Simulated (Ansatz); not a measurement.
# BCl2F: the cost of one run

Computed with Ansatz 0.2.0, Gaussian basis. Level: PBE0-D4/def2-TZVP structures, single points in def2-TZVPP, no counterpoise correction.

Levels: SPW92, PBE-D4, BLYP-D4, r2SCAN-D4, B97M-V, PBE0-D4, B3LYP-D4, r2SCAN0-D4, BHLYP-D4, CAM-B3LYP-D4, wB97X-V, wB97M-V, B2PLYP, PBE-QIDH, RPA on PBE, Hartree-Fock, MP2, CCSD, CCSD(T).

Correlated methods freeze the cores. B3LYP uses VWN-RPA correlation. B2PLYP carries no dispersion term here.

95 further runs of the same task are left out: 1 that didn't finish, 94 set aside as unsound or not needed.

### 1 Where the work starts

The complex: 6 atoms, charge 0, spin multiplicity 1.

Atoms are counted from 1 here; the program's logs count them from 0.

Bond lengths: B1–Cl3 1.739 Å, B1–Cl4 1.739 Å, B1–F6 1.310 Å, H2–H5 0.747 Å. Angles: Cl3–B1–Cl4 121.5°, Cl3–B1–F6 119.3°, Cl4–B1–F6 119.3°.

Geometry (Å):

```mol
BCl2FH2
  3D, bonds by distance, orders not assigned

  6  4  0  0  0  0  0  0  0  0999 V2000
   -0.5040   -0.8462    0.2734 B   0  0
    0.9882    1.7176   -0.7321 H   0  0
    0.4694   -1.8571   -0.7534 Cl  0  0
   -2.0307   -0.2097   -0.2630 Cl  0  0
    1.1583    1.7598   -0.0064 H   0  0
   -0.0814   -0.5644    1.4815 F   0  0
  1  3  8  0
  1  4  8  0
  1  6  8  0
  2  5  8  0
M  END
```

Its parts: BCl2F holds atoms 1, 3, 4, 6; H2 holds atoms 2, 5. Each part counts its atoms afresh in its own runs.

### 2 Relaxing BCl2F alone

File relax-a/in.yaml:

```yaml
crystal:
  periodic: [false, false, false]
  atoms:
    - {symbol: B, position_ang: [-0.503982, -0.846226, 0.273443]}
    - {symbol: Cl, position_ang: [0.469443, -1.857103, -0.753351]}
    - {symbol: Cl, position_ang: [-2.030669, -0.209690, -0.263007]}
    - {symbol: F, position_ang: [-0.081357, -0.564416, 1.481474]}
basis:
  gaussian: {orbitals: def2-TZVP}
hamiltonian: {xc: pbe0, dispersion: d4}
relax: {f_tol: 0.005, max_steps: 200}
```

On the command line:

```bash
$ ansatz run in.yaml --threads 2 --pin off --events-out ev --progress --plain --max-ram 4352MiB
```

**Question.** How long does this run take on 2 threads of Arm Neoverse V1, shared host?

About 8 s.
